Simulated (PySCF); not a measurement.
# C3H2F3N: electronic excitations and core binding energies

Wanted: the electronic excitations and core binding energies of C3H2F3N (`N#C[C@H](F)C(F)F`), by calculation.

Computed with PySCF 2.14.0, with density-fitted response routines of our own, on a single molecule in the gas phase. Atoms count from 0, in the outputs and in this text.

### Step 1. The molecule as given

9 atoms, charge 0, multiplicity 1; geometry from: GFN2-xTB.

Bonds of the start (Å): N0–C1 1.14, C1–C2 1.46, C2–F3 1.37, C2–C4 1.54, C4–F5 1.35, C4–F6 1.34, C2–H7 1.10, C4–H8 1.10.

### Step 2. Ultraviolet spectrum: wB97X-D/def2-SVPD

The job: settings as JSON, then the geometry in Å.

```
{"job": {"kind": "uv", "xc": "wB97X-D", "basis": "def2-SVPD", "nstates": 8, "ntriplets": 3}, "charge": 0, "multiplicity": 1}
N      2.562179     0.366151     0.446850
C      1.529579    -0.066908     0.232938
C      0.206384    -0.616380    -0.030106
F      0.182618    -1.252322    -1.240708
C     -0.848256     0.511837     0.002516
F     -2.089465    -0.013087    -0.024327
F     -0.730139     1.316026    -1.066311
H     -0.049297    -1.362403     0.738752
H     -0.750039     1.123079     0.915216
```

Level: TDDFT wB97X-D/def2-SVPD, vertical, gas phase, core orbitals frozen in the response.

The runs that follow: Core-electron binding energies: SCAN, X2C.

**Question.** After this job, these run on its result: delta-SCF UKS SCAN, pcX-2 on the ionised atom, pcseg-1 elsewhere, spin-free X2C. Predict these results of the whole session: lowest singlet (wB97X-D/def2-SVPD); brightest single state of those computed; lowest triplet; C1s binding energies, SCAN/pcX-2; F1s binding energies, SCAN/pcX-2; N1s binding energies, SCAN/pcX-2.

**Answer**, as computed:

```
                                quantity                               value
      lowest singlet (wB97X-D/def2-SVPD)         7.36 eV (168 nm), f = 0.000
brightest single state of those computed         state 7, 9.64 eV, f = 0.065
                          lowest triplet                             6.39 eV
        C1s binding energies, SCAN/pcX-2  C4 296.96, C2 295.69, C1 293.39 eV
        F1s binding energies, SCAN/pcX-2  F6 694.25, F5 694.24, F3 693.95 eV
        N1s binding energies, SCAN/pcX-2                        N0 406.40 eV
```

In words: The first singlet state (HOMO→LUMO 0.72, HOMO−2→LUMO 0.11) lies at 7.36 eV and is dark; of the 8 states computed, the strongest absorption comes from state 7 at 9.64 eV. The lowest triplet lies 0.97 eV below the lowest singlet (triplets in Tamm-Dancoff, singlets in full TDDFT). C4 (sp3 CH bonded to 2 F) binds its C1s electron 3.57 eV more tightly than C1 (nitrile carbon). The F1s levels kept as sound span 0.30 eV, from F3 (fluorine on an sp3 carbon) up to F6 (fluorine of a CF2 group).
